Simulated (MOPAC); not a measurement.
# MNDOD run of SiI4 (SMILES I[Si](I)(I)I)

What is the vertical ionisation energy of SiI4 at MNDOD? 

Program for the calculation: MOPAC 23.2.5.

2 further runs of the same task are left out: 2 set aside as unsound or not needed.

## Step 1: The system as given

SiI4: 5 atoms, total charge 0, spin state singlet. SMILES: `I[Si](I)(I)I`. The shape was relaxed beforehand at MNDOD.

Bond lengths: I1–Si2 2.403 Å, Si2–I3 2.403 Å, Si2–I4 2.403 Å, Si2–I5 2.403 Å. Angles: I1–Si2–I3 109.5°, I1–Si2–I4 109.5°, I1–Si2–I5 109.5°, I3–Si2–I4 109.5°, I3–Si2–I5 109.5°, I4–Si2–I5 109.5°.

## Step 2: The harmonic vibrations at MNDOD

mol.mop reads:

```
SINGLET FORCE THERMO(200,600,200) MNDOD AUX(PRECISION=6) T=10M THREADS=1
frequencies of I4Si
I[Si](I)(I)I
I     -1.155216 +1     0.018049 +1     2.106659 +1
Si     0.000421 +1     0.006374 +1    -0.000189 +1
I      2.038859 +1    -1.248354 +1     0.211693 +1
I     -1.394168 +1    -1.008221 +1    -1.673473 +1
I      0.512445 +1     2.263741 +1    -0.645583 +1
```

The run is started by

```console
$ mopac mol.mop
```

mol.out:

```text
MOPAC v23.2.5
MNDOD CALCULATION RESULTS
[...]
           Empirical Formula: I4 Si  =     5 atoms
      MOLECULAR POINT GROUP   :   Td
[...]
 DIPOLE           X         Y         Z       TOTAL
 POINT-CHG.     0.000    -0.000     0.000     0.001
 HYBRID        -0.000    -0.000    -0.000     0.000
 SUM           -0.000    -0.001    -0.000     0.001
          GRADIENT NORM =   0.02757
[...]
          ZERO POINT ENERGY       2.648 KCAL/MOL
[...]
 FREQUENCY            50.23         I 3 -- I 5         +15.3% ( 66.2%)     51.8%
[...]
 FREQUENCY            81.70         I 4 -- I 5         +16.5% (155.7%)      4.6%
[...]
 FREQUENCY           185.40         I 4 -- I 5         +12.6% ( 67.8%)    100.0%
[...]
 FREQUENCY           440.53         Si2 -- I 5         +27.2% ( 95.2%)     88.6%
[...]
   TEMP. (K)   PARTITION FUNCTION   H.O.F.    ENTHALPY  HEAT CAPACITY ENTROPY
                                   KCAL/MOL   CAL/MOLE    CAL/K/MOL  CAL/K/MOL
 298.00  VIB.     0.1542D+04                  3373.4920    15.8442    25.9081
         ROT.     0.5495D+06                   888.3052     2.9809    29.2462
         INT.     0.8472D+09                  4261.7972    18.8251    55.1543
         TRA.     0.1199D+29                  1480.5087     4.9681    44.7188
         TOT.                        3.974    5742.3059    23.7933    99.8731
 200.00  VIB.     0.1914D+03                  1891.5764    14.1853    19.8999
         ROT.     0.3022D+06                   596.1780     2.9809    28.0575
[...]
           FORCE CONSTANT IN CARTESIAN COORDINATES (Millidynes/A)
    ATOM   CHEMICAL       X               Y               Z
   NUMBER   SYMBOL  FORCE CONSTANT  FORCE CONSTANT  FORCE CONSTANT
      1       I        2.259955        0.117079        0.117079
      2      Si        2.802817        2.802817        2.802817
      3       I        0.355010        2.022024        0.117079
      4       I        0.355288        0.592968        1.545856
      5       I        0.355229        0.593413        1.545470
[...]
 * JOB ENDED NORMALLY *
[...]
```

Run time: 0.14 s. Hardware: 1 thread of Arm Neoverse V2, shared host.

## Step 3: The doublet cation: a single-point energy at MNDOD

i4si.mop reads:

```
MNDOD DISP CHARGE=1 1SCF UHF AUX(PRECISION=9) THREADS=1
I4Si energy

I     -1.155216 +1     0.018049 +1     2.106659 +1
Si     0.000421 +1     0.006374 +1    -0.000189 +1
I      2.038859 +1    -1.248354 +1     0.211693 +1
I     -1.394168 +1    -1.008221 +1    -1.673473 +1
I      0.512445 +1     2.263741 +1    -0.645583 +1
```

The run is started by

```console
$ mopac i4si.mop
```

i4si.out:

```text
MOPAC v23.2.5
MNDOD CALCULATION RESULTS
[...]
           Empirical Formula: I4 Si  =     5 atoms
      MOLECULAR POINT GROUP   :   Td
[...]
     SCF FIELD WAS ACHIEVED
[...]
                              SUM =        226.88622 KCAL/MOL = FINAL HEAT OF FORMATION
          TOTAL ENERGY            =       -999.59258 EV
          ELECTRONIC ENERGY       =      -2642.52254 EV
          CORE-CORE REPULSION     =       1642.92996 EV
          COSMO AREA              =        192.11 SQUARE ANGSTROMS
          COSMO VOLUME            =        209.40 CUBIC ANGSTROMS
          IONIZATION POTENTIAL    =         13.397157 EV
          ALPHA SOMO LUMO (EV)    =        -13.406 -6.920
          BETA  SOMO LUMO (EV)    =        -13.397 -9.137
          NO. OF ALPHA ELECTRONS  =         16
          NO. OF BETA  ELECTRONS  =         15
          MOLECULAR WEIGHT        =        535.7035         POINT GROUP:  Td
[...]
                             CARTESIAN COORDINATES
   1    I       -1.155216000     0.018049000     2.106659000
   2   Si        0.000421000     0.006374000    -0.000189000
   3    I        2.038859000    -1.248354000     0.211693000
   4    I       -1.394168000    -1.008221000    -1.673473000
   5    I        0.512445000     2.263741000    -0.645583000
           Empirical Formula: I4 Si  =     5 atoms
      MOLECULAR POINT GROUP   :   Td
[...]
              NET ATOMIC CHARGES AND DIPOLE CONTRIBUTIONS
  ATOM NO.   TYPE          CHARGE      No. of ELECS.   s-Pop       p-Pop       d-Pop
    1          I           0.240992        6.7590     1.91640     4.82600     0.01661
    2         Si          -0.376776        4.3768     1.29724     2.72442     0.35511
    3          I           0.712738        6.2873     1.90739     4.36334     0.01653
    4          I           0.222884        6.7771     1.91678     4.84373     0.01660
    5          I           0.200162        6.7998     1.91729     4.86595     0.01660
 DIPOLE           X         Y         Z       TOTAL
 POINT-CHG.     4.640    -3.197     0.752     5.685
 HYBRID        -0.438     0.243    -0.046     0.503
 SUM            4.202    -2.954     0.706     5.184
[...]
                    (S**2)  =    0.759055
[...]
 * JOB ENDED NORMALLY *
[...]
```

Wall time 0.06 s (1 thread of Arm Neoverse V2, shared host).

## Step 4: Outcome

At MNDOD:

| quantity | value |
| --- | --- |
| run 2, MNDOD: heat of formation | 4.0 kcal/mol |
| run 2, MNDOD: lowest harmonic wavenumber | 50 cm⁻¹ |
| run 2, MNDOD: highest harmonic wavenumber | 441 cm⁻¹ |
| run 2, MNDOD: zero-point energy | 11.1 kJ/mol |
| doublet cation: total energy | -36.73435 Eh |
| doublet cation: HOMO energy (over α and β) | -13.40 eV |
| doublet cation: LUMO energy (over α and β) | -9.14 eV |
| doublet cation: heat of formation | 226.9 kcal/mol |
| doublet cation: ⟨S²⟩ | 0.759 |
| vertical ionisation energy (to the doublet cation) | 9.666 eV |

**Reading.** Removing an electron at fixed nuclei costs 9.67 eV (223 kcal/mol). All 9 modes (run 2, MNDOD) are real, so the shape is a minimum at this level.
